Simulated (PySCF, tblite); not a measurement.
# C3H8ClOSi2 radical: geometry, infrared bands and EPR parameters

Aim: predict the infrared bands and EPR parameters of C3H8ClOSi2 radical (`C[C@H]1C[Si](Cl)O[SiH2]1`).

Programs: tblite 0.8.0 and PySCF 2.14.0, with density-fitted response routines of our own. Each step states its level of theory. These are calculated values for one molecule in the gas phase, unless marked as measured. Atoms count from 0, in the outputs and in this text.

**1. The molecule as given**

15 atoms, charge 0, multiplicity 2; geometry from: force field or distance geometry start.

Bonds of the start (Å): C0–C1 1.49, C1–C2 1.51, C2–Si3 1.87, Si3–Cl4 2.11, Si3–O5 1.73, O5–Si6 1.70, Si6–C1 1.88, C0–H7 1.13, C0–H8 1.12, C0–H9 1.10, C1–H10 1.11, C2–H11 1.11, C2–H12 1.09, Si6–H13 1.46, Si6–H14 1.46.

**2. Optimising the geometry with GFN2-xTB**

What the job is given:

```
{"job": {"kind": "relax", "xc": "GFN2-xTB", "basis": "xTB"}, "charge": 0, "multiplicity": 2}
C     -1.517600    -0.819300    -0.393400
C     -0.101300    -0.499500    -0.079500
C      0.588700     0.370900    -1.108000
Si     2.098000     0.892500    -0.135500
Cl     3.329300    -0.824900    -0.123100
O      1.547200     1.056800     1.499400
Si    -0.110200     0.715800     1.357200
H     -2.164500     0.094900    -0.267900
H     -1.878000    -1.528700     0.398500
H     -1.688100    -1.198700    -1.408800
H      0.509700    -1.395900     0.136400
H      0.012200     1.291900    -1.320900
H      0.894600    -0.182300    -1.990400
H     -0.815400     1.898000     0.860600
H     -0.709000     0.136600     2.553300
```

The run is started by

```
OMP_NUM_THREADS=1 python probes_run.py task.json out
```

This one command runs all jobs of the session in turn.

The log of the run:

```text
step      E/eV     max force
  0    -615.64056    2.490
  1    -615.88327    1.425
  2    -616.02627    0.582
  3    -616.06956    0.594
  4    -616.11672    0.523
  5    -616.13953    0.430
  6    -616.17146    0.443
  7    -616.19971    0.471
  8    -616.24081    0.506
  9    -616.28322    0.581
 10    -616.32181    0.556
 11    -616.35254    0.376
 12    -616.37553    0.366
 13    -616.39358    0.410
 14    -616.41070    0.404
 15    -616.42098    0.322
 16    -616.42866    0.216
 17    -616.43574    0.180
 18    -616.44156    0.177
 19    -616.44664    0.241
 20    -616.45164    0.259
 21    -616.45740    0.232
 22    -616.46383    0.191
 23    -616.46999    0.185
 24    -616.47508    0.215
 25    -616.47918    0.202
 26    -616.48250    0.140
 27    -616.48519    0.143
 28    -616.48762    0.129
 29    -616.49053    0.167
 30    -616.49426    0.176
 31    -616.49819    0.156
 32    -616.50153    0.155
 33    -616.50431    0.113
 34    -616.50699    0.121
 35    -616.50969    0.127
 36    -616.51217    0.127
 37    -616.51439    0.100
 38    -616.51675    0.146
 39    -616.51953    0.151
 40    -616.52220    0.128
 41    -616.52412    0.126
 42    -616.52524    0.125
 43    -616.52634    0.097
 44    -616.52770    0.074
 45    -616.52956    0.078
 46    -616.53050    0.078
 47    -616.53124    0.051
 48    -616.53180    0.061
 49    -616.53236    0.061
 50    -616.53287    0.055
 51    -616.53324    0.038
 52    -616.53347    0.034
 53    -616.53363    0.032
 54    -616.53381    0.032
 55    -616.53400    0.031
 56    -616.53417    0.030
 57    -616.53433    0.035
 58    -616.53454    0.040
 59    -616.53478    0.048
 60    -616.53498    0.034
 61    -616.53510    0.024
 62    -616.53519    0.021
 63    -616.53528    0.036
 64    -616.53537    0.038
 65    -616.53545    0.024
 66    -616.53551    0.024
 67    -616.53556    0.020
 68    -616.53563    0.029
 69    -616.53571    0.028
 70    -616.53577    0.016
 71    -616.53582    0.015
 72    -616.53586    0.022
 73    -616.53593    0.029
 74    -616.53600    0.024
 75    -616.53606    0.016
 76    -616.53610    0.017
 77    -616.53614    0.017
 78    -616.53618    0.021
 79    -616.53624    0.020
 80    -616.53630    0.019
 81    -616.53633    0.011
 82    -616.53634    0.010
```

Run time: 1.4 s. Hardware: 1 thread of AMD EPYC, shared host.

Along the way: (not every step is listed)

```
step  energy from step 0 (eV)  largest force (eV/Å)
   0                   0.0000                2.4904
   1                  -0.2427                1.4246
   2                  -0.3857                0.5817
   3                  -0.4290                0.5942
   4                  -0.4762                0.5234
   5                  -0.4990                0.4304
   6                  -0.5309                0.4425
   7                  -0.5591                0.4709
   8                  -0.6002                0.5057
  14                  -0.7701                0.4041
  20                  -0.8111                0.2590
  26                  -0.8419                0.1395
  32                  -0.8610                0.1553
  38                  -0.8762                0.1456
  44                  -0.8871                0.0737
  50                  -0.8923                0.0550
  56                  -0.8936                0.0298
  62                  -0.8946                0.0214
  68                  -0.8951                0.0295
  74                  -0.8954                0.0241
  77                  -0.8956                0.0170
  78                  -0.8956                0.0210
  79                  -0.8957                0.0198
  80                  -0.8957                0.0193
  81                  -0.8958                0.0114
  82                  -0.8958                0.0102
```

Distances of close pairs at the start and the end, largest changes first:

```
   bond  before (Å)  after (Å)  change (Å)
 Si3–O5       1.733      1.647      -0.086
Si3–Cl4       2.113      2.029      -0.084
 O5–Si6       1.698      1.637      -0.061
 C2–Si3       1.870      1.922      +0.052
  C0–C1       1.486      1.524      +0.039
  C0–H7       1.127      1.088      -0.039
 C1–Si6       1.882      1.917      +0.036
  C0–H8       1.123      1.088      -0.035
```

The final coordinates are the input of the step that follows.

**3. Vibrational analysis with GFN2-xTB**

What the job is given:

```
{"job": {"kind": "ir", "xc": "GFN2-xTB", "basis": "xTB"}, "charge": 0, "multiplicity": 2}
C     -1.674575    -0.661268    -0.534176
C     -0.248097    -0.459675    -0.036354
C      0.644395     0.155114    -1.129575
Si     2.130547     0.980437    -0.232934
Cl     3.679796    -0.275637     0.140367
O      1.403311     1.274437     1.215197
Si    -0.072087     0.636502     1.527024
H     -2.132928     0.292620    -0.788217
H     -2.279223    -1.133598     0.237223
H     -1.693582    -1.294604    -1.420674
H      0.162078    -1.448158     0.205438
H      0.074199     0.910293    -1.673069
H      0.959465    -0.591440    -1.859438
H     -1.009044     1.751485     1.568004
H      0.051331    -0.128518     2.759272
```

The log of the run:

```text
mode    cm-1     km/mol
  1      58.1      0.67
  2      83.0      1.79
  3     145.2      1.15
  4     211.0     10.81
  5     230.1      0.61
  6     255.7      0.37
  7     345.3      1.46
  8     354.8      6.26
  9     385.5      9.39
 10     475.4     51.36
 11     512.2     50.91
 12     574.6     84.89
 13     631.6     95.98
 14     650.7     42.05
 15     727.2     53.31
 16     749.9    304.60
 17     783.2    213.57
 18     790.9     48.22
 19     893.7    336.45
 20     942.2     28.89
 21    1001.8      5.06
 22    1068.5     24.76
 23    1107.6      1.82
 24    1114.2      8.49
 25    1225.7      2.72
 26    1269.4      1.45
 27    1306.0      0.02
 28    1416.7      0.41
 29    1473.6      3.21
 30    1505.5      2.14
 31    1510.2      2.63
 32    2316.1    421.97
 33    2334.9    186.47
 34    2904.6     45.74
 35    2969.9     36.36
 36    2985.3      6.70
 37    3005.6     43.16
 38    3021.5     42.59
 39    3029.5     28.65
```

Wall time 1.4 s (1 thread of AMD EPYC, shared host).

The strongest bands and the atoms that carry them (share of the mass-weighted mode):

```
cm⁻¹  km/mol                                  atoms
 575    84.9           H14 47 %, H13 34 %, Si6 10 %
 632    96.0  H13 37 %, H14 17 %, C1 14 %, Si3 11 %
 727    53.3                      C2 50 %, Si3 23 %
 750   304.6  H14 25 %, H13 23 %, Si6 20 %, O5 20 %
 783   213.6  H14 32 %, H13 31 %, Si6 19 %, O5 11 %
 894   336.4                      O5 70 %, Si3 10 %
2316   422.0                     H13 77 %, H14 19 %
2335   186.5                     H14 78 %, H13 20 %
```

**4. g tensor and hyperfine couplings: B3LYP/pcH-1**

Settings changed since step 3:

```diff
@@ -1,2 +1,2 @@
-{"job": {"kind": "ir", "xc": "GFN2-xTB", "basis": "xTB"}, "charge": 0, "multiplicity": 2}
+{"job": {"kind": "epr", "basis": "pcH-1"}, "charge": 0, "multiplicity": 2}
 C     -1.674575    -0.661268    -0.534176
```

Method: UKS B3LYP, pcH-1 on C Cl H O Si, non-relativistic, mean-field spin-orbit, GIAO.

The log of the run:

```text
UKS, coarse grid
  cycle   1  E = -1233.50225331  |g| = 6.90e-01
  cycle   2  E = -1233.07704245  |g| = 1.23e+00
  cycle   3  E = -1233.66519994  |g| = 1.64e-01
  cycle   4  E = -1233.67452622  |g| = 7.62e-02
  cycle   5  E = -1233.67716548  |g| = 1.53e-02
  cycle   6  E = -1233.67727025  |g| = 6.36e-03
  cycle   7  E = -1233.67728857  |g| = 1.36e-03
  cycle   8  E = -1233.67728977  |g| = 4.80e-04
UKS, final grid
  cycle   1  E = -1233.67736174  |g| = 6.16e-04
  cycle   2  E = -1233.67736154  |g| = 9.00e-04
  cycle   3  E = -1233.67736193  |g| = 7.62e-05
  cycle   4  E = -1233.67736193  |g| = 2.52e-05
E = -1233.67736193 Eh   <S^2> = 0.7515 (exact 0.7500)
g shifts (ppm)      1          2          3
  rmc          -191       -191       -191
  gc             87         25        111
  oz_so       -1930       -680       3976
  total       -2035       -846       3896
hyperfine (MHz)  atom isotope    a_iso     a_fc   dipolar eigenvalues
    0   13C       5.76       5.77     -0.89     -0.82      1.71
    1   13C       8.69       8.71     -2.23     -1.85      4.08
    2   13C      79.34      79.33    -11.72    -10.92     22.63
    3  29Si    -810.37    -811.21   -139.20     68.82     70.38
    4  35Cl      33.82      33.43    -21.39    -20.62     42.01
    5   17O     -51.54     -51.41    -15.72      7.42      8.30
    6  29Si     -25.65     -25.69     -4.57      2.24      2.34
    7    1H      -0.16      -0.16     -1.13     -0.62      1.76
    8    1H       6.97       6.97     -0.88     -0.37      1.25
    9    1H       0.14       0.14     -1.17     -0.70      1.88
   10    1H      -0.32      -0.32     -2.03     -1.09      3.12
   11    1H      -5.41      -5.40     -6.88     -2.85      9.72
   12    1H      -1.53      -1.54     -6.19     -1.42      7.61
   13    1H      -0.69      -0.70     -1.15     -1.08      2.23
   14    1H       7.41       7.41     -1.12     -0.80      1.91
```

Wall time 2.2 min (1 thread of AMD EPYC, shared host); peak memory 1 GiB.

Principal g values 2.00028, 2.00147, 2.00621; g(iso) = 2.00266, against 2.00232 for a free electron.

Mean a(iso) over the nuclei that a row names, and the largest dipolar term of the row (other rows stand at the frozen geometry):

```
    nuclei  isotope  a(iso) (MHz)  a(iso) (G, at g = 2.0023)  largest dipolar term (MHz)
       Si3     29Si        -810.4                     -289.2                      -139.2
        C2      13C          79.3                       28.3                        22.6
        O5      17O         -51.5                      -18.4                       -15.7
       Cl4     35Cl          33.8                       12.1                        42.0
       Si6     29Si         -25.7                       -9.2                        -4.6
        C1      13C           8.7                        3.1                         4.1
       H14       1H           7.4                        2.6                         1.9
        C0      13C           5.8                        2.1                         1.7
       H11       1H          -5.4                       -1.9                         9.7
H7, H8, H9       1H           2.3                        0.8                         1.9
       H12       1H          -1.5                       -0.5                         7.6
       H13       1H          -0.7                       -0.2                         2.2
       H10       1H          -0.3                       -0.1                         3.1
```

Mulliken spin populations:

C0 0.00; C1 0.01; C2 0.08; Si3 0.79; Cl4 0.08; O5 0.03; Si6 0.01; H7 0.00; H8 0.00; H9 0.00; H10 0.00; H11 0.00; H12 0.00; H13 0.00; H14 0.01

In first order the couplings over 0.8 MHz of 35Cl, 1H give 128 distinct lines over 43.8 G, if the averaged nuclei exchange fast.

The fields below are evaluated on a grid from the run's orbitals.

ELF in a plane through or near 5 of the atoms.

Ten even steps from '0' (0.00) to '9' (1.00):
```
0000000000000000000000000000
0000000000000000000000000000
0000000000000000000000000000
0000000000133210000000000000
0000000000267631000000000000
0000000000166642000000000000
0000000454314401000000000000
0000000577723425103662000000
0000000267732597226883000000
0002332135303855755862000000
0025777621224713935430000000
0036887842676784469971000000
0036887753566651069993000000
0014677410179982029993000000
0001344100189994001420000000
0000011000079993000000000000
0000000000013420000000000000
0000000000000000000000000000
0000000000000000000000000000
0000000000000000000000000000
```
The map spans 12.1 Å across and 10.2 Å up, centred on the molecule. Atoms in the plane (x, y in Å): C0 (1.9, -0.2), C1 (0.4, -0.1), Si6 (-0.4, 1.6), H9 (2.2, -1.2), H12 (-0.4, -2.1).

log10 of the density (e/Å³) in the same plane.

Ten even steps from ' ' (-4.0) to '@' (1.5):
```
                                                        
                    ............                        
                  ..::::::::::::..                      
                ..::--======----::..                    
              ::::--==++++++++==--::..                  
            ..--====++******++++==--::....              
          ..--==++******%%%%**++==--------::..          
      ..::::==++**####**%%%%****++==++++==--::..        
    ..::----==++**####****####**++++****++==::..        
  ..::--==++++++******++**##############**==--..        
..::--==++****************########%%@@##**==--..        
..::==++**######********######****######**==--..        
..::==++****##**********####**++++**####++==::..        
  ::--==++++**++++++++**####**++====++++==--::          
  ..::--==========--==++****++==----------::..          
    ..::--------------==++++==--::::::::..              
        ............::::------::..                      
                      ........                          
                                                        
                                                        
```
The map spans 12.1 Å across and 10.2 Å up, centred on the molecule. Atoms in the plane (x, y in Å): C0 (1.9, -0.2), C1 (0.4, -0.1), Si6 (-0.4, 1.6), H9 (2.2, -1.2), H12 (-0.4, -2.1).

On the surface of density 0.002 e/bohr³ the electrostatic potential runs, from the 1st to the 99th percentile, from -1.20 V near O5 to 1.38 V near H14.

The spin density lies nearest to Si3 68 %; Cl4 11 %; C2 9 %.

**5. Results**

```
                                 quantity                    value
strongest single infrared mode (GFN2-xTB)    2316 cm⁻¹, 422 km/mol
             zero-point energy (GFN2-xTB)            66.3 kcal/mol
                           g(iso) (B3LYP)                  2.00266
                                     ⟨S²⟩       0.751 (exact 0.75)
       largest a(iso) (averaged by class)  29Si on Si3, -810.4 MHz
    surface potential, 1st and 99th percentile       -1.20 V and 1.38 V
```

In words: Relaxing lowered the energy by 0.896 eV in 82 steps; the close pair that moved most is Si3–O5, from 1.733 to 1.647 Å. All 39 modes are real, so the xTB geometry is a minimum. The strongest single mode, at 2316 cm⁻¹, moves mainly H13. GFN2-xTB is a fitted tight-binding method: band positions and strengths are rough. Its intensities can rank the bands wrongly. Si3 carries the largest spin population, 0.79 e. The isotropic g lies 0.3 ppt above the free-electron value.
